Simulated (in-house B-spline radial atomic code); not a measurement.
**Tb⁺: ionisation energy by several methods**

The task here is to estimate one member of a computed series from the others.

Method: scalar-relativistic (X2C), several functionals, spin-polarised, exact exchange averaged over the configuration; spherical all-electron atom at the radial basis limit. Code: in-house B-spline radial atomic code version 1.

## The atom as given

```
element       : terbium (Z = 65)
charge        : +1
electrons     : 64
configuration : [Xe] 4f9 6s1
nucleus       : Fermi, rms radius 5.060 fm
```

The outer shells:

[Xe] 4f9 6s1
```
[Xe] core
4f [↑↓][↑↓][↑ ][↑ ][↑ ][↑ ][↑ ]
6s [↑ ]
```

Where spins are not typed, each open shell is filled with up spins first.

The first run:

Input settings:

```ini
Z = 65
electrons = 64.0
configuration = [Xe] 4f9 6s1
hamiltonian = x2c
method = pbe0
spin_polarised = True
nucleus = fermi
rms_radius = 5.06
mass_number = 159
atomic_mass = 158.925353707
speed_of_light = 137.035999084
exact_exchange = averaged over the configuration
```

Launch:

```console
$ python run_scf.py task.json out
```

The settings of every run stand in task.json; they run in order.

Steps of the session up to this table: PBE0, a global hybrid; BHandHLYP, a global hybrid; CAM-B3LYP, a range-separated hybrid; M06-2X, a global hybrid; r2SCAN0, a global hybrid; LC-ωPBE, a range-separated hybrid.

One of the session's tables, all rows but one given; the rest of the session is left out.

| method | ΔSCF (eV) |
| --- | --- |
| PBE0 | 11.548 |
| BHandHLYP | 11.456 |
| M06-2X | 11.501 |
| r2SCAN0 | 11.441 |
| CAM-B3LYP | ? |
| LC-ωPBE | 11.320 |

Estimate the missing values for CAM-B3LYP.

As computed: ΔSCF (eV): 11.699. In the column «ΔSCF (eV)» it is the highest.
